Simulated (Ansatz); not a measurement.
**C2H8AlFSi: one species, many methods**

Aim: compute C2H8AlFSi with functionals from several rungs and with coupled cluster, and see how far each lands from CCSD(T) at the basis-set limit for the atomisation energy.

Program: Ansatz 0.2.0, Gaussian basis. Level of theory: functionals in def2-TZVPP, the program's frozen cores in correlated methods. These are calculated values, not measurements.

The runs, in order: PBE-D4, r2SCAN-D4, PBE0-D4, B3LYP-D4, ωB97X-V, ωB97M-V, B2PLYP; CCSD(T)/def2-TZVPP; MP2/def2-QZVPP; extrapolation to the limit.

## (1) The relaxed structure

All runs share one geometry, relaxed beforehand with PBE0-D4 in a triple-zeta def2 set.

SMILES `[CH3][Al]([F])[CH2][SiH3]`, 13 atoms, charge 0, spin multiplicity 1.

Atoms are counted from 1 here; the program's logs count them from 0.

Bond lengths: C1–Al2 1.939 Å, C1–H6 1.095 Å, C1–H7 1.093 Å, C1–H8 1.093 Å, Al2–F3 1.656 Å, Al2–C4 1.941 Å, C4–Si5 1.866 Å, C4–H9 1.095 Å, C4–H10 1.097 Å, Si5–H11 1.491 Å, Si5–H12 1.489 Å, Si5–H13 1.489 Å. Angles: Al2–C1–H6 110.6°, Al2–C1–H7 111.7°, Al2–C1–H8 111.9°, H6–C1–H7 107.0°, H6–C1–H8 107.0°, H7–C1–H8 108.4°, C1–Al2–F3 118.2°, C1–Al2–C4 125.3°, F3–Al2–C4 116.5°, Al2–C4–Si5 114.3°, Al2–C4–H9 109.5°, Al2–C4–H10 108.7°, Si5–C4–H9 108.5°, Si5–C4–H10 107.6°, H9–C4–H10 108.0°, C4–Si5–H11 110.0°, C4–Si5–H12 110.4°, C4–Si5–H13 112.8° and more.

## (2) PBE-D4 (GGA)

Input file in.yaml:

```yaml
crystal:
  periodic: [false, false, false]
  atoms:
    - {symbol: C, position_ang: [-2.150660, -0.309041, 0.957168]}
    - {symbol: Al, position_ang: [-0.228429, -0.159591, 1.163189]}
    - {symbol: F, position_ang: [0.483737, -0.924686, 2.448099]}
    - {symbol: C, position_ang: [0.952344, 0.825011, -0.021561]}
    - {symbol: Si, position_ang: [1.476574, -0.120901, -1.541663]}
    - {symbol: H, position_ang: [-2.660118, 0.502871, 1.487127]}
    - {symbol: H, position_ang: [-2.450445, -0.243573, -0.092231]}
    - {symbol: H, position_ang: [-2.531883, -1.247262, 1.367188]}
    - {symbol: H, position_ang: [1.850530, 1.127506, 0.527245]}
    - {symbol: H, position_ang: [0.437512, 1.733640, -0.356441]}
    - {symbol: H, position_ang: [0.276492, -0.547111, -2.316837]}
    - {symbol: H, position_ang: [2.221514, -1.351710, -1.157386]}
    - {symbol: H, position_ang: [2.343134, 0.680147, -2.448999]}
basis:
  gaussian: {orbitals: def2-TZVPP}
hamiltonian: {xc: pbe, dispersion: d4}
output: {forces: true, orbitals: {seedname: orbitals}}
```

Run with:

```
ansatz run in.yaml --threads 4 --pin off --events-out ev --progress --plain --max-ram 10444MiB
```

The runs that follow: r2SCAN-D4 (meta-GGA); PBE0-D4 (hybrid); B3LYP-D4 (hybrid); ωB97X-V (range-separated); ωB97M-V (range-separated); B2PLYP (double hybrid); CCSD(T) in def2-TZVPP; MP2 in def2-QZVPP.

Before running them: what should the planned runs give, taken together? Wanted: atomisation energy, CCSD(T)/CBS; farthest; mean size of error, hybrid; mean size of error, range-separated; gap, smallest and largest; T1 diagnostic; triples share of the correlation energy.

**Answer**, as computed:

| quantity | value |
| --- | --- |
| atomisation energy, CCSD(T)/CBS | 4656.8 kJ/mol |
| functionals within 23.3 kJ/mol (0.5 %) | PBE-D4, r2SCAN-D4, B3LYP-D4, ωB97X-V, ωB97M-V |
| farthest | B2PLYP (-61.1 kJ/mol) |
| mean size of error, hybrid | 29.4 kJ/mol |
| mean size of error, range-separated | 2.1 kJ/mol |
| gap, smallest and largest | 5.38 eV (PBE-D4), 11.66 eV (ωB97X-V) |
| T1 diagnostic | 0.0113 |
| triples share of the correlation energy | 3.3 % |

PBE-D4 is off by +0.4 kJ/mol. Double hybrids carry the basis error of their MP2 part in triple zeta, and no dispersion term here, so their miss is partly the set-up's. Misses under about 23.3 kJ/mol are within the doubt on the reference itself, which lacks core-valence correlation, relativity and higher excitations. Hartree-Fock recovers 77 % of the binding; the rest is correlation. Orbital gaps span 5.4 to 11.7 eV; exact exchange widens them.
